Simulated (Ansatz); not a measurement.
Task: a check of forces and pressure against finite differences of NaLi3 (distorted cell), with Ansatz 0.2.0, Python API. Give the script and its output. Settings (first run): PBEsol, PAW, cutoff 540 eV, 4×4×5 k-points, Fermi-Dirac smearing of 0.05 eV.

```yaml
crystal:
  lattice:
    - [-2.44906, 2.38328, 4.53729]
    - [2.31544, -2.41234, 4.48520]
    - [2.44250, 2.40579, -4.55177]
  atoms:
    - { symbol: Na, position: [0.00805, 0.02725, 0.01512] }
    - { symbol: Li, position: [0.77166, 0.24905, 0.52123] }
    - { symbol: Li, position: [0.24984, 0.71447, 0.45800] }
    - { symbol: Li, position: [0.49637, 0.49371, 0.98883] }
```

The script, `run_fdcheck.py`:
```python
"""Forces and pressure of NaLi3 against finite differences of the energy with displaced atoms."""

import warnings

import ansatz as az
import numpy as np

vectors0 = np.array([
    [-2.44906, 2.38328, 4.53729],
    [2.31544, -2.41234, 4.4852],
    [2.4425, 2.40579, -4.55177],
])
sites = [
    ("Na", [0.00805, 0.02725, 0.01512]),
    ("Li", [0.77166, 0.24905, 0.52123]),
    ("Li", [0.24984, 0.71447, 0.458]),
    ("Li", [0.49637, 0.49371, 0.98883]),
]


def make_crystal(cell):
    crystal = az.Crystal(lattice=az.Lattice.of(cell))
    for symbol, position in sites:
        crystal = crystal.atom(symbol, position)
    return crystal


def main() -> None:
    warnings.simplefilter("ignore", az.DeckWarning)

    def solve(crystal):
        return (
            crystal.calculation()
            .functional("PBEsol")
            .occupations("fermi_dirac", width=0.05)
            .basis(540, xc_grid=2)
            .kpoints(4, 4, 5)
            .scf(tolerance=1e-09)
            .forces()
            .stress()
            .run(threads=1)
        ).report


    centre = solve(make_crystal(vectors0))
    start = make_crystal(vectors0)
    # central difference: F = -(E(+h) - E(-h)) / 2h
    print(f"force on atom 0 along x: analytic {centre['forces_ev_ang'][0][0]:.4f} eV/A")
    for h in (0.005, 0.02):
        shift = np.eye(3)[0] * h @ np.linalg.inv(vectors0)
        plus, minus = (solve(start.move(0, to=np.array(sites[0][1]) + sign * shift))["lagrangian_ev"] for sign in (1, -1))
        print(f"  step {h} A: numerical {-(plus - minus) / (2 * h):.4f} eV/A")
    # P = -dF/dV; the difference feels the change of the plane-wave count with the cell
    volume = abs(np.linalg.det(vectors0))
    larger, smaller = (solve(make_crystal(vectors0 * (1 + sign * 0.005) ** (1 / 3)))["lagrangian_ev"] for sign in (1, -1))
    numerical = -(larger - smaller) / (0.01 * volume) * 160.21766
    print(f"pressure: analytic {np.trace(centre['stress_gpa']) / 3:.3f}, numerical {numerical:.3f} GPa")


if __name__ == "__main__":
    main()
```

```console
$ python run_fdcheck.py
force on atom 0 along x: analytic -0.2103 eV/A
  step 0.005 A: numerical -0.2103 eV/A
  step 0.02 A: numerical -0.2103 eV/A
pressure: analytic -0.511, numerical -0.510 GPa
```

Reading the output:
- The mesh is modest for a metal, so energies can be off by several to tens of meV an atom and pressures by half a GPa or more; differences at equal mesh fare better.
- The program warned that this SCF threshold is loose for forces or stresses.
- Pressure is positive in compression.
- The cell is a database structure, distorted on purpose.
- The central difference errs as the square of the step, so the shorter step is the fairer test; what remains comes from the finite grid and the SCF threshold.
- The script silences the warnings on its input, which a real study should read.
- Timing: 35 s on 1 thread of AMD EPYC 7R43 64-Core Processor (Zen 3), on a shared host, peak memory 0.48 GiB.
